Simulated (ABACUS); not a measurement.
HPbNO4:

```xyz
7
Lattice="4.2041 0.0000 0.0000 2.0217 3.8395 0.0000 2.0469 1.2790 6.2813" Properties=species:S:1:pos:R:3 pbc="T T T"
Pb    4.2925    4.6959    5.5497
O     6.4140    3.5006    4.9249
O     2.3104    1.0037    0.7095
O     2.3185    0.7238    2.8804
O     2.2113    2.7408    2.0273
N     2.2802    1.4940    1.8951
H     6.4119    3.4218    3.9444
```

The cell was built by a generator and needn't be a form met in nature.

Base run:

* Program: ABACUS 3.10.1
* Functional: PBEsol
* Potentials or basis: SG15 ONCV 1.2 PBE
* Cutoff: 1361 eV
* Density cutoff: 5442 eV
* Basis: DZP LCAO (the cutoffs set its grid)
* k mesh: 7 × 7 × 5
* Occupations: fermi-dirac, width 0.05 eV
* Spin: no spin polarisation

Its results: band gap on the k mesh 2.77 eV, indirect (least direct gap 2.79 eV); pressure 1.7 GPa; largest force 1.485 eV/Å.

Problem. The run is repeated on the same cell with these changes: functional from PBEsol to revPBE. What comes out?

Solution. Band gap on the k mesh 2.79 eV, indirect (least direct gap 2.82 eV); pressure 5.5 GPa; largest force 1.557 eV/Å.

revPBE binds less tightly than PBEsol, so the same cell stands under more pressure.

Caveats: the atomic orbitals were generated for these runs and aren't a published set; the potentials were made for another functional, which shifts forces and pressure; spin-orbit coupling is left out, which as a rule narrows the gap of such compounds by several tenths of an eV; an odd mesh through Γ misses points on the zone boundary, where band edges often lie; the basis of atomic orbitals isn't converged, which shifts pressures, moduli and gaps.

Not every run made on this cell is shown here.
